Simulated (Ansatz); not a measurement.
HfN, space group P6_3/mmc: a test of the smearing width, run with Ansatz 0.2.0 through its Python package.

`hfn_smear.py`:
```python
'''How the energy of HfN depends on the smearing.'''

import warnings

import ansatz as az
from pymatgen.core import Lattice, Structure
from pymatgen.io.ase import AseAtomsAdaptor


def main() -> None:
    warnings.simplefilter('ignore', az.DeckWarning)

    pmg_structure = Structure(
        Lattice([(3.133908, 0.0, 0.0), (-1.566954, 2.714044, 0.0), (0.0, 0.0, 5.416768)]),
        ['Hf', 'Hf', 'N', 'N'],
        [
            (2 / 3, 1 / 3, 0.75),
            (1 / 3, 2 / 3, 0.25),
            (0.0, 0.0, 0.0),
            (0.0, 0.0, 0.5),
        ],
    )
    xtal = az.Crystal.from_ase(AseAtomsAdaptor.get_atoms(pmg_structure))

    setup = (
        xtal.calculation()
        .functional(az.Functional.R2SCAN)
        .basis(650)
        .kpoints(8, 8, 4)
        .scf(tolerance=1e-09)
        .forces()
        .stress()
    )

    rows = []
    for value in [0.25, 0.15, 0.1, 0.05, 0.025]:
        r = setup.occupations('gaussian', width=value).run(threads=1, backend='cpu').report
        rows.append((value, r['free_energy_ev'] / len(r['lattice']['sites']), r['n_iterations'], sum(r['stress_gpa'][i][i] for i in range(3)) / 3, max(abs(f) for row in r['forces_ev_ang'] for f in row), r['n_kpoints']))

    print('  width (eV)   F/atom (eV)    iterations       P (GPa)  max component (eV/A)      k-points')
    for row in rows:
        print(f'{str(row[0]):>12s}  {row[1]:12.5f}  {row[2]:12d}  {row[3]:12.3f}  {row[4]:20.4f}  {row[5]:12d}')

    # differences from the last row
    for row in rows[:-1]:
        shift = 1000 * (row[1] - rows[-1][1])
        print(f'{row[0]}: {shift:+.2f} meV/atom' + ('  (within 2 meV)' if abs(shift) < 2 else ''))


if __name__ == '__main__':
    main()
```

How much does the free energy per atom change between the narrowest and the widest smearing, and why?

Going from 0.025 to 0.25 eV changes F by -7.0 meV an atom. The report's estimate for zero width moves by -1.5 meV, so the entropy term explains only part of the change. The pressure moves from 2.69 to 2.51 GPa.

The run itself:

`python hfn_smear.py` gives:
```text
  width (eV)   F/atom (eV)    iterations       P (GPa)  max component (eV/A)      k-points
        0.25   -8060.80360            10         2.507                0.0000            30
        0.15   -8060.79965            10         2.547                0.0000            30
         0.1   -8060.79810            10         2.589                0.0000            30
        0.05   -8060.79691            10         2.654                0.0000            30
       0.025   -8060.79656             9         2.686                0.0000            30
0.25: -7.04 meV/atom
0.15: -3.09 meV/atom
0.1: -1.54 meV/atom  (within 2 meV)
0.05: -0.35 meV/atom  (within 2 meV)
```

Reading the output:
- No spin polarisation was allowed.
- For a metal this k-point mesh is coarse: on a finer one energies can move by several to tens of meV an atom and pressures by half a GPa or more, differences at one mesh by less.
- The program warned that this SCF threshold is loose for forces or stresses.
- Forces vanish by symmetry here and test nothing.
- The narrowest width needs the finest mesh, so the last row is no converged reference.
- Pressure is positive in compression.
- Spin-orbit coupling, which matters for elements this heavy, is left out.
- The structure comes from a database of computed cells and needn't be a stable or known phase.
- The script silences the warnings on its input, which a real study should read.
- It ran for 48 s on 1 thread of Intel(R) Xeon(R) CPU @ 2.80GHz (Skylake/Cascade Lake) (shared host), peak memory 0.69 GiB.
